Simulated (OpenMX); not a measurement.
Crystal: CoCl2O2.

```
Co Cl O
1.0
     3.58087   -3.92695    0.00000
     3.58087    3.92695    0.00000
    -0.42040    0.00000    3.45761
Co Cl O
1 2 2
Direct
  0.00000 0.00000 0.00000
  0.76552 0.76552 0.42794
  0.23448 0.23448 0.57206
  0.79184 0.20816 0.00000
  0.20816 0.79184 0.00000
```

The cell comes from a database or a generator and needn't be the stable form of this composition.

* Program: OpenMX 3.8.5
* Task: single point
* Functional: PBE
* Potentials or basis: OpenMX 2013 PBE set, Co6.0H-s3p2d2, Cl7.0-s2p2d1f1, O6.0-s2p2d1, grid cutoff 500 Ry
* k mesh: 5 × 5 × 9
* Occupations: fermi-dirac, width 0.05 eV
* Spin: collinear spin, ferromagnetic start
* Starting moments: [2.0, 0.0, 0.0, 0.0, 0.0] μB

On this cell: pressure 0.2 GPa; largest force 0.106 eV/Å; net moment 1.00 μB per cell; site moments Co +0.76; Cl +0.10; O +0.02 μB; band gap on the k mesh none (metal or under the smearing width).

The same run follows on a disturbed copy (atoms moved at random, drawn with an rms of 0.05 Å):

```
Co Cl O
1.0
     3.58087   -3.92695    0.00000
     3.58087    3.92695    0.00000
    -0.42040    0.00000    3.45761
Co Cl O
1 2 2
Direct
  0.01373 0.00621 0.00032
  0.77106 0.75730 0.42501
  0.23091 0.22476 0.57933
  0.79526 0.19834 0.00557
  0.20278 0.78401 0.00609
```

Question: What does the disturbed cell give?

Answer: The energy (extrapolated to zero smearing) moves by +14.1 meV/atom; pressure 2.2 GPa; largest force 0.886 eV/Å; net moment 1.00 μB per cell; site moments Co +0.74; Cl +0.06, +0.15; O +0.02, +0.03 μB; band gap on the k mesh none (metal or under the smearing width).

Forces on the atoms (eV/Å):
```
Co  -0.790 -0.183  0.188
Cl   0.059  0.064  0.040
Cl   0.551 -0.037 -0.248
O    0.036  0.885  0.013
O    0.139 -0.737  0.016
```

Caveats: the basis of atomic orbitals isn't converged, which shifts pressures, moduli and gaps; a cell with one magnetic atom can't hold antiferromagnetic order, which such compounds often take; semilocal functionals often make such compounds metallic where correlation or magnetic order opens a gap, which also shifts bond lengths.
